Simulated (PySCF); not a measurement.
**F2Zn: atomic charges with PBE**

F2Zn, in a box:

```
F Zn
1.0
    12.00000    0.00000    0.00000
     0.00000   11.00000    0.00000
     0.00000    0.00000   11.00000
F Zn
2 1
Direct
  0.38431 0.56960 0.44009
  0.61786 0.43422 0.56610
  0.50108 0.50188 0.50308
```

| Property | Result |
| --- | --- |
| Program | PySCF 2.14.0 |
| Task | atomic charges |
| Functional | PBE |
| Potentials or basis | 6-31g* (all-electron) |
| k mesh | 1 × 1 × 1 |
| Occupations | fixed |
| Spin | no spin polarisation |
| Exponents discarded below (exp_to_discard) | 0 1/bohr^2 |
| conv_tol | 1e-07 Ha |
| max_cycle | 60 |
| Relativity | none |
| Coulomb method | Gaussian density fitting (GDF) |
| Grid for exchange and correlation | Becke, atom-centred |

The gap between the frontier levels is 5.24 eV and the meta-löwdin charges are F -0.63; Zn +1.25 e.

Levels at points of the mesh, in eV from the valence-band top:
```csv
k point,band 20,band 21,band 22,band 23,band 24,band 25,band 26,band 27,band 28,band 29
"(0.00, 0.00, 0.00)",-1.31,-0.88,-0.88,0.00,0.00,5.24,7.16,7.16,9.36,11.33
```

Run time: 17 s on 2 threads of Intel(R) Xeon(R) Processor @ 2.70GHz, on a shared host, peak memory 1.9 GiB.

Caveat: this is a molecule in a periodic box at the Γ point, so its band gap is the HOMO-LUMO gap; population charges move with the basis; the basis of atomic orbitals isn't converged, which shifts pressures, moduli and gaps. PBE gaps usually lie below the measured ones, often by a third to a half.
